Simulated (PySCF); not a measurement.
**MgSe⁻: the SCF solver's settings**

Aim: find out which solver settings change the answer for MgSe⁻.

Method: each script names its method and basis; program: PySCF 2.14.0.

2 further runs of the same task are left out: 2 that didn't finish.

### 1 The system as given

MgSe⁻: 2 atoms, charge -1, spin multiplicity 2.

Bond lengths: Mg1–Se2 2.510 Å.

### 2 The base run

File input.py:

```python
from pyscf import gto, dft, tdscf

mol = gto.M(
    atom='Mg 0 0 0; Se 0 0 2.51',
    basis='sto-3g',
    charge=-1,
    spin=1,
    symmetry=True,
    verbose=4,
)
mf = dft.UKS(mol, xc='m06')
mf = mf.density_fit(auxbasis='def2-universal-jkfit')
mf.kernel()
td = tdscf.TDA(mf)
td.nstates = 5
td.kernel()
td.analyze()
mf.dip_moment()
print('orbital energies (hartree):', [e[max(0, n-3):n+3].round(4) for e, n in zip(mf.mo_energy, mol.nelec)])
```

Command:

```
$ OMP_NUM_THREADS=1 python input.py
```

Its log is not repeated here.

It gives: E(SCF) = -2572.136487 Eh, 10 cycles, ⟨S²⟩ = 0.752, excitations 0.55, 0.55, 4.50, 6.09, 6.09 eV.

The bond length is a typed value, not an optimised one. The dipole of an ion depends on the origin.

### 3 Level shift 1 hartree

Run 1 changes level shift: none → 1 hartree.

File input.py:

```python
from pyscf import gto, dft, tdscf

mol = gto.M(
    atom='Mg 0 0 0; Se 0 0 2.51',
    basis='sto-3g',
    charge=-1,
    spin=1,
    symmetry=True,
    verbose=4,
)
mf = dft.UKS(mol, xc='m06')
mf = mf.density_fit(auxbasis='def2-universal-jkfit')
mf.level_shift = 1.0
mf.kernel()
td = tdscf.TDA(mf)
td.nstates = 5
td.kernel()
td.analyze()
mf.dip_moment()
print('orbital energies (hartree):', [e[max(0, n-3):n+3].round(4) for e, n in zip(mf.mo_energy, mol.nelec)])
```

Command:

```
$ OMP_NUM_THREADS=1 python input.py
```

### 4 Initial guess vsap

Run 2 changes initial guess: minao → vsap.

input.py, as its differences from that of step 2:

```diff
@@ -12,2 +12,3 @@
 mf = mf.density_fit(auxbasis='def2-universal-jkfit')
+mf.init_guess = 'vsap'
 mf.kernel()
```

What does the calculation give? Wanted: for each run, E(SCF); from base; gap, α spin; after the SCF.

The runs gave:

| run | E(SCF) (hartree) | from base (eV) | cycles | gap, α spin (eV) | after the SCF |
| --- | --- | --- | --- | --- | --- |
| base | -2572.136487 | 0 | 10 | 8.04 | lowest root found 0.55 eV |
| level shift 1 hartree | -2572.136487 | 0.0000 | 48 | 8.04 | lowest root found 0.55 eV |
| initial guess vsap | -2572.136487 | 0.0000 | 10 | 8.04 | lowest root found 0.55 eV |

Distance from each run's final energy (log10 hartree) by cycle:

| run | cycle 1 | cycle 2 | cycle 3 | cycle 5 | cycle 8 | cycle 12 |
| --- | --- | --- | --- | --- | --- | --- |
| base | -0.7 | 0.3 | -1.6 | -4.6 | -8.7 | done |
| level shift 1 hartree | -0.9 | -1.3 | -1.6 | -2.2 | -2.8 | -3.5 |
| initial guess vsap | 0.1 | -0.4 | -1.6 | -3.1 | -7.8 | done |

In words: The highest filled level of this anion is positive: the basis lacks diffuse functions or the electron is not bound, so these numbers hang on the basis. With level shift 1 hartree or initial guess vsap the SCF ends at the base energy. The base needs 10 cycles and the run with level shift 1 hartree needs 48.
